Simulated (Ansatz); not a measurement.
# Ga4Sb3N: the cell at several levels of theory

Aim: relax an ordered 8-atom cell of Ga4Sb3N on the wurtzite lattice (P3m1) with PBE and r2SCAN and see how far the functionals disagree on the cell. This is a trial cell built on a prototype, not taken from a measured structure, and it needn't be the compound's ground state.

Code: Ansatz 0.2.0. PAW datasets, plane waves, zero pressure. The calculation is spin-unpolarised, and the structure need not be a phase that has been made.

## 1. The system as given

This is the cell as the run starts from it, not yet at rest; its lengths are not the crystal's.

It is trigonal, P3m1 (No. 156); conventional cell a = 3.913 Å, c = 12.779 Å, 21.18 Å³ an atom. Near N stand 4 Ga at 2.40 Å; near Sb stand 4 Ga at 2.40 Å; near Ga stand 3 Sb at 2.40 Å and 1 N at 2.40 Å.

Coordinates:

```
N Sb Ga
1.0
     3.91286    0.00000    0.00000
    -1.95643    3.38863    0.00000
     0.00000    0.00000   12.77939
N Sb Ga
1 3 4
Direct
  0.66667 0.33333 0.00000
  0.66667 0.33333 0.50000
  0.33333 0.66667 0.75000
  0.33333 0.66667 0.25000
  0.66667 0.33333 0.81250
  0.66667 0.33333 0.31250
  0.33333 0.66667 0.56250
  0.33333 0.66667 0.06250
```

## 2. Relaxation with PBE

Input file input.yaml:

```yaml
crystal:
  lattice:
    - [3.91285574, 0.0, 0.0]
    - [-1.95642787, 3.3886324721, 0.0]
    - [0.0, 0.0, 12.7793868467]
  atoms:
    - { symbol: "N", position: [0.6666666667, 0.3333333333, 0.0] }
    - { symbol: Sb, position: [0.6666666667, 0.3333333333, 0.5] }
    - { symbol: Sb, position: [0.3333333333, 0.6666666667, 0.75] }
    - { symbol: Sb, position: [0.3333333333, 0.6666666667, 0.25] }
    - { symbol: Ga, position: [0.6666666667, 0.3333333333, 0.8125] }
    - { symbol: Ga, position: [0.6666666667, 0.3333333333, 0.3125] }
    - { symbol: Ga, position: [0.3333333333, 0.6666666667, 0.5625] }
    - { symbol: Ga, position: [0.3333333333, 0.6666666667, 0.0625] }
kpoints:
  mp_grid: { grid: [12, 12, 2] }
hamiltonian:
  xc: pbe
scf:
  occupations: { method: fermi_dirac, width: 0.02 }
relax:
  f_tol: 0.005
  cell: {}
```

Launch:

```bash
$ ansatz run input.yaml --threads 4 --pin off --max-ram 6451MiB --backend cpu --events-out ev --progress --plain --runs-dir out
```

The runs that follow: r2SCAN: cell and atoms.

**Question.** What will these runs give? Wanted: for each run, a; c; volume; space group; SCF geometries.

The runs gave:

| level | a (Å) | c (Å) | volume (Å³/atom) | space group | SCF geometries |
| --- | --- | --- | --- | --- | --- |
| PBE | 4.149 | 13.621 | 25.383 | P3m1 | 13 |
| r2SCAN | 4.097 | 13.436 | 24.414 | P3m1 | 8 |

In words: The first relaxation changed the volume by +19.8 % from the start. r2SCAN gives the smallest cell and PBE the largest; they differ by 4.0 % in volume, a mean of 1.3 % in length. The meshes differ: PBE 12×12×2, r2SCAN 6×6×2.
